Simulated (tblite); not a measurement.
# C4H9B2FSi: the cost of one run

The runs use tblite 0.8.0 and PySCF 2.14.0, with density-fitted response routines of our own; the level of theory stands in each step. All values are computed, except where a source is named. Atoms are numbered from 0 throughout.

## Step 1: The molecule as given

17 atoms, charge 0, multiplicity 1; geometry from: force field or distance geometry start.

Bonds of the start (Å): B0–Si1 1.96, Si1–B2 1.92, B2–F3 1.45, Si1–C4 1.84, C4–C5 1.49, C5–C6 1.31, C6–C7 1.51, C6–C4 1.47, B0–H8 1.16, B0–H9 1.19, Si1–H10 1.48, B2–H11 1.20, C4–H12 1.11, C5–H13 1.09, C7–H14 1.11, C7–H15 1.11, C7–H16 1.11.

## Step 2: Relaxing the molecule with GFN2-xTB

The job: settings as JSON, then the geometry in Å.

```
{"job": {"kind": "relax", "xc": "GFN2-xTB", "basis": "xTB"}, "charge": 0, "multiplicity": 1}
B     -1.928400    -1.178400    -1.475300
Si    -1.268200     0.416900    -0.558000
B     -1.739300     0.247500     1.300500
F     -2.114100    -1.073900     1.770900
C      0.534600     0.566000    -0.881400
C      1.258400     1.619200    -0.115500
C      1.560800     0.372200     0.159800
C      2.347100    -0.649000     0.949200
H     -1.338000    -1.584000    -2.389100
H     -2.744300    -1.842300    -0.917600
H     -1.927700     1.602200    -1.143000
H     -2.415700     1.120900     1.780000
H      0.880200     0.396700    -1.918000
H      1.397900     2.687400     0.044500
H      1.623500    -1.084600     1.673400
H      3.193800    -0.164000     1.468200
H      2.672400    -1.440600     0.241400
```

On the command line:

```bash
$ OMP_NUM_THREADS=1 python probes_run.py task.json out
```

This one command runs all jobs of the session in turn.

**Question.** How long does this first job take on 1 thread of Arm Neoverse N1, shared host, and how much memory does it need?

About 1.9 s, with a peak of 0.18 GiB.
